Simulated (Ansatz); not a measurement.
**CH6AlNS: how energies converge with the basis set**

An exercise on one series of results from a longer session: the logs are not shown, and one member is left open.

Computed with Ansatz 0.2.0, Gaussian basis. Level: one geometry, several basis sets.

Plan: PBE0-D4/def2-SVP; ωB97M-V/def2-SVP; PBE0-D4/def2-QZVPP; ωB97M-V/def2-QZVPP; the functionals' def2-TZVPP values are taken from earlier runs.

### The relaxed structure

The geometry comes from an earlier relaxation with PBE0-D4 in a triple-zeta def2 set; it is a stationary point, not always the lowest conformer.

SMILES `[AlH2][NH]CS`, 10 atoms, charge 0, spin multiplicity 1.

Atoms are counted from 1 here; the program's logs count them from 0.

Bond lengths: Al1–N2 1.777 Å, Al1–H5 1.582 Å, Al1–H6 1.581 Å, N2–C3 1.428 Å, N2–H7 1.010 Å, C3–S4 1.836 Å, C3–H8 1.092 Å, C3–H9 1.092 Å, S4–H10 1.343 Å. Angles: N2–Al1–H5 116.7°, N2–Al1–H6 117.4°, H5–Al1–H6 125.9°, Al1–N2–C3 127.4°, Al1–N2–H7 120.0°, C3–N2–H7 112.1°, N2–C3–S4 116.2°, N2–C3–H8 112.3°, N2–C3–H9 110.0°, S4–C3–H8 107.2°, S4–C3–H9 103.2°, H8–C3–H9 107.3°, C3–S4–H10 96.5°.

The first run:

The input, in.yaml:

```yaml
crystal:
  periodic: [false, false, false]
  atoms:
    - {symbol: Al, position_ang: [-0.786214, 1.757076, -0.006616]}
    - {symbol: N, position_ang: [-0.363976, 0.097308, 0.467390]}
    - {symbol: C, position_ang: [0.811393, -0.633171, 0.116610]}
    - {symbol: S, position_ang: [0.643262, -1.817094, -1.276683]}
    - {symbol: H, position_ang: [0.316013, 2.572076, -0.796262]}
    - {symbol: H, position_ang: [-2.202885, 2.302179, 0.436702]}
    - {symbol: H, position_ang: [-1.038272, -0.477120, 0.952674]}
    - {symbol: H, position_ang: [1.223741, -1.187280, 0.963022]}
    - {symbol: H, position_ang: [1.587557, 0.052222, -0.231429]}
    - {symbol: H, position_ang: [-0.107717, -2.717298, -0.622406]}
basis:
  gaussian: {orbitals: def2-SVP}
hamiltonian: {xc: pbe0, dispersion: d4}
output: {orbitals: {seedname: orbitals}}
```

On the command line:

```
$ ansatz run in.yaml --threads 2 --pin off --events-out ev --progress --plain --max-ram 4352MiB
```

Steps of the session up to this table: PBE0-D4 in def2-SVP; ωB97M-V in def2-SVP; PBE0-D4 in def2-QZVPP; ωB97M-V in def2-QZVPP.

One table of the session follows, with a row left open; its other results are not shown here.

```
functional       basis  HOMO (eV)
   PBE0-D4    def2-SVP      -6.66
   PBE0-D4  def2-TZVPP      -6.80
   PBE0-D4  def2-QZVPP          ?
   ωB97M-V    def2-SVP      -8.87
   ωB97M-V  def2-TZVPP      -9.04
   ωB97M-V  def2-QZVPP      -9.08
```

Q: Estimate the row for PBE0-D4, def2-QZVPP from the others.

The run gave: HOMO (eV): -6.83. In the column «HOMO (eV)» it lies between ωB97M-V, def2-SVP (-8.87) and PBE0-D4, def2-TZVPP (-6.80).
